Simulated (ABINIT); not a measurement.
# SnSe2 (P-3m1) in ABINIT: reference runs

Reference runs on SnSe2: the cell as given.

Everything below comes from runs of ABINIT 10.8.3 (patched build). Logs are shortened: lines on timing, memory, paths and dates and some standing lists are left out, and cuts for length are marked. The log counts tension as positive stress, the text compression.

## Step 1: The crystal as given

It takes space group P-3m1 (No. 164, trigonal). Conventional cell: a = 3.811 Å, b = 3.811 Å, c = 6.136 Å, α = 90.00°, β = 90.00°, γ = 120.00°. Around Sn (site symmetry -3m) lie 6 Se at 2.68 Å. Around Se (site symmetry 3m) lie 3 Sn at 2.68 Å.

## Step 2: Single point, PBEsol

run.abi reads:

```
# Pseudopotentials
pp_dirpath "./"
pseudos "Sn.upf, Se.upf"

# Structure
acell 3*1.0 Angstrom
rprim
     3.8110000000     0.0000000000     0.0000000000
    -1.9055000000     3.3004228138     0.0000000000
     0.0000000000     0.0000000000     6.1360000000
ntypat 2
znucl 50 34
natom 3
typat 1 2 2
xcart
     0.0000000000     0.0000000000     0.0000000000
     3.6008731308     2.0789650710     8.7081149850
    -0.0000000004     4.1579301426     2.8872445157

# Plane-wave basis
ecut 43.0

# k points
kptopt 1
ngkpt 8 8 5
nshiftk 1
shiftk 0.0 0.0 0.0

# Exchange and correlation
ixc -116133

# Bands and occupations
nband 28
occopt 3
tsmear 0.05 eV

# SCF cycle
nstep 100
tolvrs 1.0e-10

# Output
iomode 3
prtwf 0
prtden 0
prteig 0
prtebands 0
enunit 1
```

Potentials or basis: PseudoDojo NC SR PBEsol v0.4.1 standard.

On the command line:

```bash
$ abinit run.abi > log 2>&1
```

run.abo:

```text
.Version 10.8.3 of ABINIT
 Symmetries : space group P-3 m 1 (#164); Bravais hP (primitive hexag.)
================================================================================
 Values of the parameters that define the memory need of the present run
     intxc =       0    ionmov =       0      iscf =       7    lmnmax =       6
     lnmax =       6     mgfft =      72  mpssoang =       3    mqgrid =    3423
     natom =       3  nloc_mem =       1    nspden =       1   nspinor =       1
    nsppol =       1      nsym =      12    n1xccc =    2501    ntypat =       2
    occopt =       3   xclevel =       2
       mpw =        7060          nfft =      145800          nkpt =          40
================================================================================
================================================================================

--------------------------------------------------------------------------------
------------- Echo of variables that govern the present computation ------------
--------------------------------------------------------------------------------
 -outvars: echo values of preprocessed input variables --------
            acell      1.8897261259E+00  1.8897261259E+00  1.8897261259E+00 Bohr
              amu      1.18710000E+02  7.89600000E+01
             ecut      4.30000000E+01 Hartree
           enunit           1
              ixc     -116133
         kptrlatt        8    0    0      0    8    0      0    0    5
          kptrlen      5.76139701E+01
            natom           3
            nband          28
            ngfft          45      45      72
             nkpt          40
            nstep         100
             nsym          12
           ntypat           2
           occopt           3
           prtden           0
        prtebands           0
           prteig           0
            prtwf           0
            rprim      3.8110000000E+00  0.0000000000E+00  0.0000000000E+00
                      -1.9055000000E+00  3.3004228138E+00  0.0000000000E+00
                       0.0000000000E+00  0.0000000000E+00  6.1360000000E+00
          spgroup         164
           tolvrs      1.00000000E-10
           tsmear      1.83746611E-03 Hartree
            typat      1  2  2
           xangst      0.0000000000E+00  0.0000000000E+00  0.0000000000E+00
                       1.9055000000E+00  1.1001409379E+00  4.6081359989E+00
                       8.6150260420E-17  2.2002818759E+00  1.5278640011E+00
            xcart      0.0000000000E+00  0.0000000000E+00  0.0000000000E+00
                       3.6008731329E+00  2.0789650726E+00  8.7081149889E+00
                       1.6280039787E-16  4.1579301452E+00  2.8872445196E+00
             xred      0.0000000000E+00  0.0000000000E+00  0.0000000000E+00
                       6.6666666667E-01  3.3333333333E-01  7.5099999983E-01
                       3.3333333333E-01  6.6666666667E-01  2.4900000017E-01
            znucl       50.00000   34.00000
[... 106 lines left out ...]

 Mean square residual over all n,k,spin=   74.399E-09; max=  68.754E-06
 reduced coordinates (array xred) for    3 atoms
       0.000000000000      0.000000000000      0.000000000000
       0.666666666667      0.333333333333      0.750999999827
       0.333333333333      0.666666666667      0.249000000173
 rms dE/dt=  6.6922E-02; max dE/dt=  1.4196E-01; dE/dt below (all hartree)
    1       0.000000000000      0.000000000000      0.000000000000
    2      -0.000000000000     -0.000000000000      0.141962671284
    3       0.000000000000      0.000000000000     -0.141962671284

 cartesian coordinates (angstrom) at end:
    1      0.00000000000000     0.00000000000000     0.00000000000000
    2      1.90550000000000     1.10014093793333     4.60813599894106
    3      0.00000000000000     2.20028187586667     1.52786400105894

 cartesian forces (hartree/bohr) at end:
    1     -0.00000000000000     0.00000000000000    -0.00000000000000
    2      0.00000000000000     0.00000000000000    -0.01224305905991
    3     -0.00000000000000    -0.00000000000000     0.01224305905991
 frms,max,avg= 5.7714334E-03 1.2243059E-02   0.000E+00  0.000E+00  0.000E+00 h/b

 cartesian forces (eV/Angstrom) at end:
    1     -0.00000000000000     0.00000000000000    -0.00000000000000
    2      0.00000000000000     0.00000000000000    -0.62956340952217
    3     -0.00000000000000    -0.00000000000000     0.62956340952217
 frms,max,avg= 2.9677904E-01 6.2956341E-01   0.000E+00  0.000E+00  0.000E+00 e/A
 length scales=  1.889726125908  1.889726125908  1.889726125908 bohr
              =  1.000000000000  1.000000000000  1.000000000000 angstroms
 Fermi (or HOMO) energy (eV) =   4.10582   Average Vxc (eV)= -10.20719
 Eigenvalues (   eV  ) for nkpt=  40  k points:
 kpt#   1, nband= 28, wtk=  0.00313, kpt=  0.0000  0.0000  0.0000 (reduced coord)
 -43.19700  -43.19700  -43.19697  -43.19697  -43.14400  -43.14400  -43.14337  -43.14337
 -43.12509  -43.12487  -17.50077  -17.50077  -17.45974  -17.44587  -17.44587  -10.32446
  -8.53228   -2.39290    3.01951    3.01951    3.32085    3.32085    3.72758    4.69484
   6.56466    8.30090    8.30090   11.75831
 prteigrs : prtvol=0 or 1, do not print more k-points.

--- !EnergyTerms
iteration_state     : {dtset: 1, }
comment             : Components of total free energy in Hartree
kinetic             :  2.03921727854251E+02
hartree             :  9.60038350534779E+01
xc                  : -6.98177266240882E+01
Ewald energy        : -1.70524007044183E+02
psp_core            :  8.01988238252223E+00
local_psp           : -2.61095231246807E+02
non_local_psp       : -1.27392957259193E+02
internal            : -3.20884476884021E+02
'-kT*entropy'       : -1.61066826872406E-06
total_energy        : -3.20884478494690E+02
total_energy_eV     : -8.73171148465918E+03
band_energy         : -3.90322494727048E+01
...

 Cartesian components of stress tensor (hartree/bohr^3)
  sigma(1 1)= -7.28527035E-05  sigma(3 2)=  0.00000000E+00
  sigma(2 2)= -7.28527033E-05  sigma(3 1)=  0.00000000E+00
  sigma(3 3)= -1.32248097E-04  sigma(2 1)=  0.00000000E+00

-Cartesian components of stress tensor (GPa)         [Pressure=  2.7259E+00 GPa]
- sigma(1 1)= -2.14340054E+00  sigma(3 2)=  0.00000000E+00
- sigma(2 2)= -2.14340053E+00  sigma(3 1)=  0.00000000E+00
- sigma(3 3)= -3.89087334E+00  sigma(2 1)=  0.00000000E+00

== END DATASET(S) ==============================================================
================================================================================

 -outvars: echo values of variables after computation  --------
            acell      1.8897261259E+00  1.8897261259E+00  1.8897261259E+00 Bohr
           etotal     -3.2088447849E+02
            fcart     -4.9851709549E-29  2.8781897928E-29 -0.0000000000E+00
                       1.7448098342E-28  5.0368321373E-28 -1.2243059060E-02
                      -1.2462927387E-28 -5.3246511166E-28  1.2243059060E-02
            rprim      3.8110000000E+00  0.0000000000E+00  0.0000000000E+00
                      -1.9055000000E+00  3.3004228138E+00  0.0000000000E+00
                       0.0000000000E+00  0.0000000000E+00  6.1360000000E+00
           strten     -7.2852703470E-05 -7.2852703261E-05 -1.3224809681E-04
                       0.0000000000E+00  0.0000000000E+00  0.0000000000E+00
           xangst      0.0000000000E+00  0.0000000000E+00  0.0000000000E+00
                       1.9055000000E+00  1.1001409379E+00  4.6081359989E+00
                       8.6150260420E-17  2.2002818759E+00  1.5278640011E+00
             xred      0.0000000000E+00  0.0000000000E+00  0.0000000000E+00
                       6.6666666667E-01  3.3333333333E-01  7.5099999983E-01
                       3.3333333333E-01  6.6666666667E-01  2.4900000017E-01
 Calculation completed.
```

It took 5.1 min on 1 thread of Arm Neoverse V2, shared host; peak memory 0.21 GiB.

Results:

* Free energy: -8731.7115 eV
* Pressure: 2.7 GPa
* Largest force: 0.630 eV/Å
* Band gap on the k mesh: 0.72 eV, indirect (least direct gap 0.97 eV)
* Valence electrons inside the program's atomic spheres: Sn 10.49; Se 13.22

Forces on the atoms (eV/Å):
```
Sn   0.000  0.000  0.000
Se   0.000  0.000 -0.630
Se   0.000  0.000  0.630
```

Levels at points of the mesh, in eV from the valence-band top:
```csv
k point,band 21,band 22,band 23,band 24,band 25,band 26
"(0.00, 0.00, 0.00)",-0.41,-0.41,-0.01,0.96,2.83,4.57
"(0.50, 0.00, 0.00)",-2.72,-1.25,-0.33,1.07,3.68,5.32
```

Caveat: spin-orbit coupling is left out, which moves the levels of the heavy elements; an odd mesh through Γ misses points on the zone boundary, where band edges often lie; this functional lacks dispersion, which binds the layers, so the pressure and a relaxed spacing across them are unreliable.
